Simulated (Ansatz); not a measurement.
# CuSe: the cost of one run

Program: Ansatz 0.2.0. Level of theory: DFT r²SCAN+U (U_eff = 2 eV on Cu d), plane waves, PAW. These are calculated values, not measurements.

### 1 Starting point

The structure is tetragonal, space group P4_2/mmc (No. 131). Conventional cell: a = 4.354 Å, b = 4.354 Å, c = 5.421 Å, α = 90.00°, β = 90.00°, γ = 90.00°. Cu (site symmetry mmm) is surrounded by 4 Se at 2.56 Å. Se (site symmetry -4m2) has 4 Cu at 2.56 Å and 2 Se at 2.71 Å as nearest neighbours.

Structure file:

```xyz
4
Lattice="4.3539 0.0000 0.0000 0.0000 4.3539 0.0000 0.0000 0.0000 5.4206" Properties=species:S:1:pos:R:3 pbc="T T T"
Cu    0.0000    2.1769    0.0000
Cu    2.1769    0.0000    2.7103
Se    0.0000    0.0000    1.3551
Se    0.0000    0.0000    4.0654
```

Magnetic order typed: ferromagnetic.

An earlier series on this cell reached its lowest free state from «random orbitals: drawn by pairs, first filling», perhaps among other starts (it ended without moments).

### 2 Random orbitals: single harmonics, second filling

input.yaml reads:

```yaml
crystal:
  lattice:
    - [4.35387706, 0.0, 0.0]
    - [0.0, 4.35387706, 0.0]
    - [0.0, 0.0, 5.42058714]
  atoms:
    - { symbol: Cu, position: [0.0, 0.5, 0.0], spin: 1.0 }
    - { symbol: Cu, position: [0.5, 0.0, 0.5], spin: 1.0 }
    - { symbol: Se, position: [0.0, 0.0, 0.25] }
    - { symbol: Se, position: [0.0, 0.0, 0.75] }
basis:
  ecutwfc: 500
  ecutrho_ratio: 4
kpoints:
  mp_grid: { grid: [5, 5, 4] }
hamiltonian:
  xc: r2scan
  hubbard:
    sites:
      - { site: 0, l: d, u_eff: 2.0, starting_ns: [{ spin: up, occupation_matrix: s0up }, { spin: down, occupation_matrix: s0down }] }
      - { site: 1, l: d, u_eff: 2.0, starting_ns: [{ spin: up, occupation_matrix: s1up }, { spin: down, occupation_matrix: s1down }] }
    occupation_matrices:
      s0up:
        matrix:
          - [0.97, 0.0, 0.0, 0.0, 0.0]
          - [0.0, 0.97, 0.0, 0.0, 0.0]
          - [0.0, 0.0, 0.97, 0.0, 0.0]
          - [0.0, 0.0, 0.0, 0.97, 0.0]
          - [0.0, 0.0, 0.0, 0.0, 0.97]
      s0down:
        matrix:
          - [0.97, 0.0, 0.0, 0.0, 0.0]
          - [0.0, 0.02, 0.0, 0.0, 0.0]
          - [0.0, 0.0, 0.97, 0.0, 0.0]
          - [0.0, 0.0, 0.0, 0.97, 0.0]
          - [0.0, 0.0, 0.0, 0.0, 0.97]
      s1up:
        matrix:
          - [0.97, 0.0, 0.0, 0.0, 0.0]
          - [0.0, 0.97, 0.0, 0.0, 0.0]
          - [0.0, 0.0, 0.97, 0.0, 0.0]
          - [0.0, 0.0, 0.0, 0.97, 0.0]
          - [0.0, 0.0, 0.0, 0.0, 0.97]
      s1down:
        matrix:
          - [0.02, 0.0, 0.0, 0.0, 0.0]
          - [0.0, 0.97, 0.0, 0.0, 0.0]
          - [0.0, 0.0, 0.97, 0.0, 0.0]
          - [0.0, 0.0, 0.0, 0.97, 0.0]
          - [0.0, 0.0, 0.0, 0.0, 0.97]
    ns_hold: until_converged
scf:
  occupations: { method: gaussian, width: 0.05 }
  lower_state_search: "off"
  max_iter: 150
output:
  forces: true
  stress: true
  eigenvalues: true
  populations: true
  hubbard: { sites: [{ site: 0, l: d }, { site: 1, l: d }] }
magnetization:
  spin_polarized: true
```

The typed matrices put 0.97 on the chosen orbitals and 0.02 on the others, and are held until the SCF converges, then released.

Command:

```
ansatz run input.yaml --threads 4 --pin off --max-ram 6144MiB --backend cpu --events-out ev --progress --plain --runs-dir out
```

**Question.** How long does this run take on 4 threads of Arm Neoverse N1, shared host, and how much memory does it need?

About 62 s, with a peak of 0.82 GiB.
